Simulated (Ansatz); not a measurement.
Predict the output of the script below (Ansatz 0.2.0, Python API).

The script, `ch2clgen.py`:
```python
'''Response of CH2ClGeN to a pair of distant point charges.'''

import ansatz as az
from ase import Atoms
import numpy as np

atoms = Atoms(['N', 'C', 'Ge', 'Cl', 'H', 'H'], positions=[
    (2.0056, -1.1934, 1.0987),
    (1.0693, -0.5876, 0.5967),
    (-0.4071, 0.3391, -0.2173),
    (-1.6939, -1.0841, -1.04),
    (0.1622, 1.2487, -1.3497),
    (-1.0941, 1.2133, 0.8654),
])
ch2clgen = az.Crystal.molecule_from_ase(atoms)

base = (
    ch2clgen.calculation()
    .basis(gaussian='def2-SVPD')
    .functional('B3LYP')
    .accuracy('medium')
    .forces()
)
# charges +q and -q at -R and +R make a nearly even field 2 k q / R^2 at the centre
centre = np.mean([site.position_ang for site in ch2clgen.cartesian_sites], axis=0)
field = 2 * 14.399645 * 2.0 / 30.0 ** 2


def dipole(axis, sign):
    arm = 30.0 * np.eye(3)[axis]
    pair = [{'charge': sign * 2.0, 'position_ang': (centre - arm).tolist()}, {'charge': -sign * 2.0, 'position_ang': (centre + arm).tolist()}]
    deck = base.input().set(az.key.basis.gaussian.point_charges, pair)
    return np.array(az.Session.from_dict(deck).plan().execute().report['charge_distribution']['dipole_moment_e_ang'])


print(f'field {field:.4f} V/A')
alpha = np.array([(dipole(axis, 1) - dipole(axis, -1)) / (2 * field) * 14.399645 for axis in range(3)])
print('polarisability tensor (A^3)')
print(np.array2string(alpha, precision=3, suppress_small=True))
print(f'mean {np.trace(alpha) / 3:.3f} A^3 = {np.trace(alpha) / 3 / 0.14818471:.2f} bohr^3')
```

```console
$ python ch2clgen.py
field 0.0640 V/A
polarisability tensor (A^3)
[[ 9.896 -0.413  1.514]
 [-0.407  8.573 -0.161]
 [ 1.496 -0.164  8.09 ]]
mean 8.853 A^3 = 59.74 bohr^3
```

Reading the output:
- These settings explore the input space; basis and method may be short of convergence.
- The geometry is a force-field or estimated start, not a minimum of this method, and the basis set is short of its limit. The field of two point charges is only nearly even.
- b3lyp holds the VWN-RPA fit, as in Gaussian; the form of ORCA and Turbomole is b3lyp5.
- Finished in 48 s on 1 thread of AMD EPYC 7R43 64-Core Processor (Zen 3), with other jobs on the host, peak memory 0.36 GiB.

(Lines on the test bed's own set-up are left out of the output.)
